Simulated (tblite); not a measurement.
# C4H9F2Ge: the cost of one run

Programs: tblite 0.8.0 and PySCF 2.14.0, with density-fitted response routines of our own. Each step states its level of theory. These are calculated values for one molecule in the gas phase, unless marked as measured. Atoms are numbered from 0 throughout.

**1. The molecule as given**

16 atoms, charge 0, multiplicity 2; geometry from: force field or distance geometry start.

Bonds of the start (Å): C0–Ge1 1.94, Ge1–C2 1.92, C2–C3 1.47, C3–C4 1.51, C4–F5 1.40, C4–F6 1.37, C0–H7 1.10, C0–H8 1.13, C0–H9 1.11, Ge1–H10 1.57, Ge1–H11 1.54, C2–H12 1.13, C2–H13 1.12, C3–H14 1.09, C4–H15 1.13.

**2. Optimising the geometry with GFN2-xTB**

The job: settings as JSON, then the geometry in Å.

```
{"job": {"kind": "relax", "xc": "GFN2-xTB", "basis": "xTB"}, "charge": 0, "multiplicity": 2}
C     -2.660700     0.381100     0.560400
Ge    -1.051300    -0.698300     0.488100
C      0.283800    -0.017100    -0.706800
C      1.373000     0.786000    -0.137700
C      2.587000     0.001600     0.289900
F      3.745800     0.400500    -0.387900
F      2.839500     0.190800     1.626700
H     -3.097400     0.386500     1.571500
H     -3.419300    -0.075500    -0.134200
H     -2.509600     1.417400     0.202000
H     -1.528700    -2.092400    -0.066500
H     -0.528200    -0.986900     1.912700
H     -0.279100     0.654800    -1.426000
H      0.678100    -0.861600    -1.329000
H      1.104200     1.619700     0.509600
H      2.455400    -1.097600     0.085600
```

Started as:

```
> OMP_NUM_THREADS=1 python probes_run.py task.json out
```

The driver reads the jobs from task.json and runs them one after another.

Q: Estimate the wall time of this first job on 1 thread of Arm Neoverse V1, shared host.

About 1.1 s.
